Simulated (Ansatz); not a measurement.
# CH8ClPSi2: inversion of the pyramid at P1, part 2 of 2

How high is the barrier for the inversion of the pyramid at P1? Relax the two ends, then run a nudged elastic band between them. SMILES of the start: P[SiH2][SiH2]CCl.

Ansatz 0.2.0; RKS PBE-D4/cc-pVDZ.

**4. Nudged elastic band**

crystal.atoms is end A as relaxed above, and neb.final_atoms is end B, turned to lie on A. With 5 inner images the band has 7 in all.

File input.yaml:

```yaml
crystal:
  periodic: [false, false, false]
  atoms:
    - { symbol: P, position_ang: [-0.627703, 2.645266, 1.691998] }
    - { symbol: Si, position_ang: [-0.979018, 1.055021, 0.071003] }
    - { symbol: Si, position_ang: [0.697238, -0.596653, 0.076515] }
    - { symbol: C, position_ang: [0.33377, -2.013838, -1.165581] }
    - { symbol: Cl, position_ang: [0.101013, -1.326999, -2.831041] }
    - { symbol: H, position_ang: [-0.301384, 1.664829, 2.705624] }
    - { symbol: H, position_ang: [0.761905, 2.819067, 1.325291] }
    - { symbol: H, position_ang: [-2.329957, 0.429061, 0.334791] }
    - { symbol: H, position_ang: [-1.038201, 1.773476, -1.254707] }
    - { symbol: H, position_ang: [2.029063, 0.023944, -0.272656] }
    - { symbol: H, position_ang: [0.800423, -1.206376, 1.459791] }
    - { symbol: H, position_ang: [1.16718, -2.741789, -1.222779] }
    - { symbol: H, position_ang: [-0.593829, -2.559608, -0.903449] }
basis:
  gaussian: { orbitals: cc-pVDZ }
hamiltonian:
  xc: pbe
  dispersion: d4
neb:
  order_check: false
  images: 5
  f_tol: 0.05
  max_iterations: 60
  initial_path: idpp
  final_atoms:
    - { symbol: P, position_ang: [0.09806507, 2.56325111, 1.68865955] }
    - { symbol: Si, position_ang: [-0.59588501, 1.11947071, 0.04247609] }
    - { symbol: Si, position_ang: [0.90484879, -0.6964007, -0.01445559] }
    - { symbol: C, position_ang: [0.22335161, -2.0853751, -1.14925706] }
    - { symbol: Cl, position_ang: [-0.14255936, -1.40974017, -2.79482079] }
    - { symbol: H, position_ang: [-0.33181724, 1.67507102, 2.74698796] }
    - { symbol: H, position_ang: [-1.15262971, 3.29138617, 1.70163161] }
    - { symbol: H, position_ang: [-2.00138976, 0.59986945, 0.2541681] }
    - { symbol: H, position_ang: [-0.55151707, 1.86982354, -1.26577668] }
    - { symbol: H, position_ang: [2.25538886, -0.26324457, -0.52939891] }
    - { symbol: H, position_ang: [1.08203852, -1.28063705, 1.37230404] }
    - { symbol: H, position_ang: [0.9520447, -2.90841709, -1.28569277] }
    - { symbol: H, position_ang: [-0.71943942, -2.50965632, -0.75202555] }
```

Started as:

```sh
ansatz run input.yaml --threads 2 --pin off --max-ram 3072MiB --backend cpu --events-out ev --progress --plain --runs-dir out
```

The program printed (excerpt; [...] marks lines left out):

```text
Warning: RAYON_NUM_THREADS=2 ignored (pool sized by the plan → 2); use --threads N
[...]
Functional definition: PBE
[...]
1646 factors; their error is unknown
[...]
mean field -38714.70628954 eV, -1422.7392143701 hartree, gradient 2.2e-5 eV, S^2 0.000000; 0 other end points of the search recorded, 0 dependent functions left out
[...]
reference -38714.70633400 eV, -1422.7392160039 hartree; 37, 37 occupied and 89, 89 virtual orbitals, 1646 factors
1646 factors; their error is unknown
[...]
mean field -38714.68641133 eV, -1422.7384838595 hartree, gradient 1.9e-5 eV, S^2 0.000000; 0 other end points of the search recorded, 0 dependent functions left out
[...]
reference -38714.68645591 eV, -1422.7384854978 hartree; 37, 37 occupied and 89, 89 virtual orbitals, 1646 factors
NEB end point (image 0): max|allowed force component| = 8.235e-3 eV/Å (the criterion of neb.relax_end_points is 1.000e-2)
[...]
Atom 4 at    -0.408270    -1.509301    -2.730225 Å, force    -0.000166    -0.000996     0.001265 eV/Å
Atom 5 at     0.510976     1.572924     2.810544 Å, force     0.001653    -0.000877    -0.000942 eV/Å
Atom 6 at    -0.264527     3.619676     1.967199 Å, force    -0.001448     0.000765     0.004040 eV/Å
Atom 7 at    -2.122406     0.746245    -0.200622 Å, force    -0.000511     0.004486     0.001313 eV/Å
Atom 8 at    -0.364978     2.051090    -1.294340 Å, force     0.000876     0.003471     0.001735 eV/Å
Atom 9 at     2.103928    -0.370464    -0.613867 Å, force     0.000796    -0.001358    -0.000928 eV/Å
Atom 10 at     0.926616    -1.189564     1.387533 Å, force     0.001134     0.000418    -0.000271 eV/Å
Atom 11 at     0.662956    -2.998782    -1.192634 Å, force    -0.000721     0.000403     0.000349 eV/Å
Atom 12 at    -0.970606    -2.496519    -0.625449 Å, force    -0.000531     0.000770     0.000892 eV/Å
Dipole moment:     0.070724    -0.177696     0.240918 e Å
this run last wrote the band of iteration 22 to <dir>; this run last wrote the band within `neb.f_tol` of iteration 20 to <dir>
```

Run time: 4.8 min. Hardware: 2 threads of Arm Neoverse V2, shared host; peak memory 0.2 GiB.

**5. What the band shows**

The 5 inner images lie between the fixed ends 0 and 6. Energy is taken from image 0, and the path length is the program's own coordinate along the band.

```tsv
image	path (Å)	energy (eV)	sum of angles at P1 (°)	band force (eV/Å)
0	0.000	0.0000	278.8	-
1	0.977	0.0260	279.8	0.020
2	1.954	0.0661	280.9	0.021
3*	2.930	1.0810	359.9	0.009
4	3.460	0.3778	327.6	0.030
5	3.989	0.0496	288.3	0.026
6	4.518	0.0195	278.9	-
```

The star marks the climbing image.

image, energy (eV) and a bar:
```
        0      0.000 
        1      0.026 #
        2      0.066 ##
        3      1.081 ##############################
        4      0.378 ##########
        5      0.050 #
        6      0.019 #
```

How the highest energy settled:

```tsv
iteration	highest image above image 0 (eV)	largest band force (eV/Å)
1	1.4446	1.962
3	1.1119	0.207
5	1.0959	0.080
7	1.0909	0.113
9	1.0885	0.078
11	1.0867	0.121
13	1.0850	0.052
15	1.0836	0.103
17	1.0825	0.089
19	1.0817	0.087
21	1.0812	0.076
22	1.0810	0.030
```

The band as a trajectory file:

```xyz
13
image=0 dE=0.0000
P    -0.628    2.645    1.692
Si   -0.979    1.055    0.071
Si    0.697   -0.597    0.077
C     0.334   -2.014   -1.166
Cl    0.101   -1.327   -2.831
H    -0.301    1.665    2.706
H     0.762    2.819    1.325
H    -2.330    0.429    0.335
H    -1.038    1.773   -1.255
H     2.029    0.024   -0.273
H     0.800   -1.206    1.460
H     1.167   -2.742   -1.223
H    -0.594   -2.560   -0.903
13
image=1 dE=0.0260
P    -0.733    2.475    1.871
Si   -0.835    1.114    0.017
Si    0.762   -0.620    0.034
C     0.182   -2.060   -1.094
Cl   -0.149   -1.423   -2.763
H     0.020    1.533    2.671
H     0.468    3.132    1.407
H    -2.213    0.491   -0.019
H    -0.687    1.994   -1.200
H     2.111   -0.137   -0.438
H     0.911   -1.163    1.441
H     0.943   -2.859   -1.189
H    -0.760   -2.510   -0.723
13
image=2 dE=0.0661
P    -0.684    2.235    2.049
Si   -0.732    1.151    0.007
Si    0.740   -0.690    0.027
C     0.064   -2.099   -1.080
Cl   -0.253   -1.452   -2.748
H     0.557    1.625    2.475
H    -0.003    3.397    1.526
H    -2.139    0.646   -0.214
H    -0.397    2.099   -1.118
H     2.107   -0.286   -0.469
H     0.882   -1.227    1.437
H     0.775   -2.942   -1.183
H    -0.897   -2.492   -0.694
13
image=3 dE=1.0810
P    -0.118    2.233    1.731
Si   -0.667    1.160   -0.115
Si    0.754   -0.716   -0.040
C    -0.022   -2.137   -1.069
Cl   -0.408   -1.509   -2.730
H     0.511    1.573    2.811
H    -0.265    3.620    1.967
H    -2.122    0.746   -0.201
H    -0.365    2.051   -1.294
H     2.104   -0.370   -0.614
H     0.927   -1.190    1.388
H     0.663   -2.999   -1.193
H    -0.971   -2.497   -0.625
13
image=4 dE=0.3778
P     0.363    2.329    1.608
Si   -0.657    1.185   -0.058
Si    0.735   -0.725   -0.059
C    -0.082   -2.131   -1.075
Cl   -0.490   -1.497   -2.730
H     0.389    1.542    2.806
H    -0.327    3.520    2.014
H    -2.120    0.796   -0.101
H    -0.366    2.046   -1.266
H     2.082   -0.406   -0.657
H     0.934   -1.214    1.361
H     0.587   -3.003   -1.213
H    -1.028   -2.478   -0.615
13
image=5 dE=0.0496
P     0.608    2.420    1.625
Si   -0.506    1.241   -0.003
Si    0.731   -0.761   -0.085
C    -0.156   -2.124   -1.099
Cl   -0.567   -1.483   -2.748
H     0.247    1.528    2.703
H    -0.416    3.387    1.946
H    -1.982    0.962    0.185
H    -0.334    2.032   -1.276
H     2.086   -0.498   -0.693
H     0.930   -1.282    1.324
H     0.483   -3.017   -1.242
H    -1.104   -2.440   -0.622
13
image=6 dE=0.0195
P    -0.028    2.572    1.678
Si   -0.617    1.109    0.008
Si    0.917   -0.680    0.032
C     0.315   -2.086   -1.126
Cl    0.016   -1.425   -2.791
H    -0.492    1.681    2.719
H    -1.291    3.278    1.627
H    -2.022    0.565    0.156
H    -0.524    1.854   -1.301
H     2.282   -0.225   -0.421
H     1.038   -1.255    1.429
H     1.064   -2.897   -1.224
H    -0.638   -2.526   -0.772
```

**6. Vibrations at the top**

The geometry is the highest inner image of the first converged band.

File input.yaml:

```yaml
crystal:
  periodic: [false, false, false]
  atoms:
    - { symbol: P, position_ang: [-0.118402, 2.232591, 1.73088] }
    - { symbol: Si, position_ang: [-0.667125, 1.160228, -0.11542] }
    - { symbol: Si, position_ang: [0.753909, -0.715892, -0.040222] }
    - { symbol: C, position_ang: [-0.021571, -2.13683, -1.068577] }
    - { symbol: Cl, position_ang: [-0.40827, -1.509301, -2.730225] }
    - { symbol: H, position_ang: [0.510976, 1.572924, 2.810544] }
    - { symbol: H, position_ang: [-0.264527, 3.619676, 1.967199] }
    - { symbol: H, position_ang: [-2.122406, 0.746245, -0.200622] }
    - { symbol: H, position_ang: [-0.364978, 2.05109, -1.29434] }
    - { symbol: H, position_ang: [2.103928, -0.370464, -0.613867] }
    - { symbol: H, position_ang: [0.926616, -1.189564, 1.387533] }
    - { symbol: H, position_ang: [0.662956, -2.998782, -1.192634] }
    - { symbol: H, position_ang: [-0.970606, -2.496519, -0.625449] }
basis:
  gaussian: { orbitals: cc-pVDZ }
hamiltonian:
  xc: pbe
  dispersion: d4
phonons: {}
```

Started as:

```sh
ansatz run input.yaml --threads 2 --pin off --max-ram 3072MiB --backend cpu --events-out ev --progress --plain --runs-dir out
```

The program printed (excerpt; [...] marks lines left out):

```text
Warning: RAYON_NUM_THREADS=2 ignored (pool sized by the plan → 2); use --threads N
[...]
[... 1 set-up line as earlier in the session ...]
[...]
1646 factors; their error is unknown
[...]
mean field -38713.61984006 eV, -1422.6992880884 hartree, gradient 1.2e-5 eV, S^2 0.000000; 0 other end points of the search recorded, 0 dependent functions left out
[...]
reference -38713.61988376 eV, -1422.6992896940 hartree; 37, 37 occupied and 89, 89 virtual orbitals, 1646 factors
[...]
1646 factors; their error is unknown
mean field -38713.61981743 eV, -1422.6992872565 hartree, gradient 1.8e-6 eV, S^2 0.000000; 0 other end points of the search recorded, 0 dependent functions left out
[...]
reference -38713.61986111 eV, -1422.6992888619 hartree; 37, 37 occupied and 89, 89 virtual orbitals, 1646 factors
[...]
1646 factors; their error is unknown
mean field -38713.61985449 eV, -1422.6992886184 hartree, gradient 1.6e-6 eV, S^2 0.000000; 0 other end points of the search recorded, 0 dependent functions left out
[...]
WARN: phonons: modes at or below zero, which the zero-point energy, F, S and C_V leave out: 1, the lowest at -707.35 cm⁻¹. A minimum has none, and a first-order saddle one
[...]
Atom 5 at     0.510976     1.572924     2.810544 Å, force     0.001650    -0.000884    -0.000956 eV/Å
Atom 6 at    -0.264527     3.619676     1.967199 Å, force    -0.001456     0.000757     0.004031 eV/Å
Atom 7 at    -2.122406     0.746245    -0.200622 Å, force    -0.000519     0.004530     0.001330 eV/Å
Atom 8 at    -0.364978     2.051090    -1.294340 Å, force     0.000888     0.003462     0.001740 eV/Å
Atom 9 at     2.103928    -0.370464    -0.613867 Å, force     0.000790    -0.001392    -0.000942 eV/Å
Atom 10 at     0.926616    -1.189564     1.387533 Å, force     0.001133     0.000396    -0.000281 eV/Å
Atom 11 at     0.662956    -2.998782    -1.192634 Å, force    -0.000722     0.000403     0.000347 eV/Å
Atom 12 at    -0.970606    -2.496519    -0.625449 Å, force    -0.000501     0.000748     0.000902 eV/Å
Dipole moment:     0.070729    -0.177698     0.240910 e Å
Vibrations: -707.35 31.79 50.80 85.10 102.57 149.13 229.13 362.95 407.05 476.95 492.32 501.84 593.34 613.95 640.39 690.53 726.14 749.43 802.90 878.63 909.47 990.85 1063.60 1131.42 1358.26 2096.44 2120.62 2143.88 2161.40 2472.82 2518.64 3008.32 3078.67 cm⁻¹, zero-point energy 2.085375 eV
```

It took 2.4 min on 2 threads of Arm Neoverse V2, shared host; peak memory 0.2 GiB.

Of 33 modes, 1 is imaginary by more than 30 cm⁻¹ (707i cm⁻¹).

**7. The band again, with other settings**

crystal.atoms is end A as relaxed above, and neb.final_atoms is end B, turned to lie on A. With 5 inner images the band has 7 in all.

File input.yaml:

```yaml
crystal:
  periodic: [false, false, false]
  atoms:
    - { symbol: P, position_ang: [-0.627703, 2.645266, 1.691998] }
    - { symbol: Si, position_ang: [-0.979018, 1.055021, 0.071003] }
    - { symbol: Si, position_ang: [0.697238, -0.596653, 0.076515] }
    - { symbol: C, position_ang: [0.33377, -2.013838, -1.165581] }
    - { symbol: Cl, position_ang: [0.101013, -1.326999, -2.831041] }
    - { symbol: H, position_ang: [-0.301384, 1.664829, 2.705624] }
    - { symbol: H, position_ang: [0.761905, 2.819067, 1.325291] }
    - { symbol: H, position_ang: [-2.329957, 0.429061, 0.334791] }
    - { symbol: H, position_ang: [-1.038201, 1.773476, -1.254707] }
    - { symbol: H, position_ang: [2.029063, 0.023944, -0.272656] }
    - { symbol: H, position_ang: [0.800423, -1.206376, 1.459791] }
    - { symbol: H, position_ang: [1.16718, -2.741789, -1.222779] }
    - { symbol: H, position_ang: [-0.593829, -2.559608, -0.903449] }
basis:
  gaussian: { orbitals: cc-pVDZ }
hamiltonian:
  xc: pbe
  dispersion: d4
neb:
  order_check: false
  images: 5
  f_tol: 0.05
  max_iterations: 60
  initial_path: idpp
  spring: { min: 2.0, max: 10.0 }
  final_atoms:
    - { symbol: P, position_ang: [0.09806507, 2.56325111, 1.68865955] }
    - { symbol: Si, position_ang: [-0.59588501, 1.11947071, 0.04247609] }
    - { symbol: Si, position_ang: [0.90484879, -0.6964007, -0.01445559] }
    - { symbol: C, position_ang: [0.22335161, -2.0853751, -1.14925706] }
    - { symbol: Cl, position_ang: [-0.14255936, -1.40974017, -2.79482079] }
    - { symbol: H, position_ang: [-0.33181724, 1.67507102, 2.74698796] }
    - { symbol: H, position_ang: [-1.15262971, 3.29138617, 1.70163161] }
    - { symbol: H, position_ang: [-2.00138976, 0.59986945, 0.2541681] }
    - { symbol: H, position_ang: [-0.55151707, 1.86982354, -1.26577668] }
    - { symbol: H, position_ang: [2.25538886, -0.26324457, -0.52939891] }
    - { symbol: H, position_ang: [1.08203852, -1.28063705, 1.37230404] }
    - { symbol: H, position_ang: [0.9520447, -2.90841709, -1.28569277] }
    - { symbol: H, position_ang: [-0.71943942, -2.50965632, -0.75202555] }
```

Started as:

```sh
ansatz run input.yaml --threads 2 --pin off --max-ram 3072MiB --backend cpu --events-out ev --progress --plain --runs-dir out
```

The program printed (excerpt; [...] marks lines left out):

```text
Warning: RAYON_NUM_THREADS=2 ignored (pool sized by the plan → 2); use --threads N
[...]
[... 1 set-up line as earlier in the session ...]
[...]
1646 factors; their error is unknown
[...]
mean field -38714.70628954 eV, -1422.7392143701 hartree, gradient 2.2e-5 eV, S^2 0.000000; 0 other end points of the search recorded, 0 dependent functions left out
[...]
reference -38714.70633400 eV, -1422.7392160039 hartree; 37, 37 occupied and 89, 89 virtual orbitals, 1646 factors
1646 factors; their error is unknown
[...]
mean field -38714.68641133 eV, -1422.7384838595 hartree, gradient 1.9e-5 eV, S^2 0.000000; 0 other end points of the search recorded, 0 dependent functions left out
[...]
reference -38714.68645591 eV, -1422.7384854978 hartree; 37, 37 occupied and 89, 89 virtual orbitals, 1646 factors
NEB end point (image 0): max|allowed force component| = 8.235e-3 eV/Å (the criterion of neb.relax_end_points is 1.000e-2)
[...]
Atom 4 at    -0.405827    -1.501932    -2.734333 Å, force     0.000658    -0.001573     0.002618 eV/Å
Atom 5 at     0.486975     1.586658     2.827645 Å, force     0.001612     0.000213    -0.001384 eV/Å
Atom 6 at    -0.231754     3.634976     1.938692 Å, force    -0.002033    -0.000012     0.003327 eV/Å
Atom 7 at    -2.128329     0.740042    -0.183494 Å, force     0.000927     0.001019    -0.000552 eV/Å
Atom 8 at    -0.375479     2.047210    -1.283449 Å, force     0.000427     0.000268    -0.001453 eV/Å
Atom 9 at     2.102278    -0.368677    -0.604497 Å, force     0.000005    -0.000553    -0.000984 eV/Å
Atom 10 at     0.920386    -1.202991     1.387733 Å, force     0.000723     0.000954    -0.000458 eV/Å
Atom 11 at     0.671604    -2.996874    -1.206342 Å, force    -0.000346     0.000143     0.000635 eV/Å
Atom 12 at    -0.964560    -2.506196    -0.636673 Å, force    -0.000160     0.000847     0.000693 eV/Å
Dipole moment:     0.072348    -0.179101     0.239362 e Å
this run last wrote the band of iteration 21 to <dir>; this run last wrote the band within `neb.f_tol` of iteration 19 to <dir>
```

It took 4.5 min on 2 threads of Arm Neoverse V2, shared host; peak memory 0.2 GiB.

**8. The band, image by image**

Images 0 and 6 are the ends. Energies count from image 0; the path length is the program's own measure over all atoms.

```tsv
image	path (Å)	energy (eV)	sum of angles at P1 (°)	band force (eV/Å)
0	0.000	0.0000	278.8	-
1	1.744	0.0649	281.5	0.021
2	2.425	0.5500	334.8	0.024
3*	2.833	1.0814	359.9	0.005
4	3.127	0.7762	349.7	0.021
5	3.509	0.2267	313.6	0.016
6	4.335	0.0195	278.9	-
```

The star marks the climbing image.

image, energy (eV) and a bar:
```
        0      0.000 
        1      0.065 ##
        2      0.550 ###############
        3      1.081 ##############################
        4      0.776 ######################
        5      0.227 ######
        6      0.019 #
```

**9. Summary of results**

The summary covers parts 1 to 2.

| quantity | value |
| --- | --- |
| end A | 7 moves, 0.625 eV lower |
| end B | 15 moves, 0.711 eV lower |
| first band: barrier forwards | 1.08 eV |
| first band: barrier backwards | 1.06 eV |
| first band: second end relative to first | +0.019 eV |
| first band: highest image | 3 of 0 to 6, climbing |
| first band: band iterations | 22 |
| imaginary modes at the top | 707i cm⁻¹ |
| second band | top 1.081 eV above image 0, 21 iterations, 5 inner images |
| time, first and second band | 4.8 min and 4.5 min |

What this shows: In the first band: the barrier from the first end is 1.08 eV, 42 times kT at 300 K; with a typical attempt rate of 10^13 per second that is roughly 10^-5 events a second. The second end lies 0.019 eV above the first, so the way back costs 1.06 eV. One imaginary mode, as a first-order saddle point has. The second band's top agrees with the first's to 1 meV, so the changed settings hardly move the height. Zero-point energy and entropy are left out.
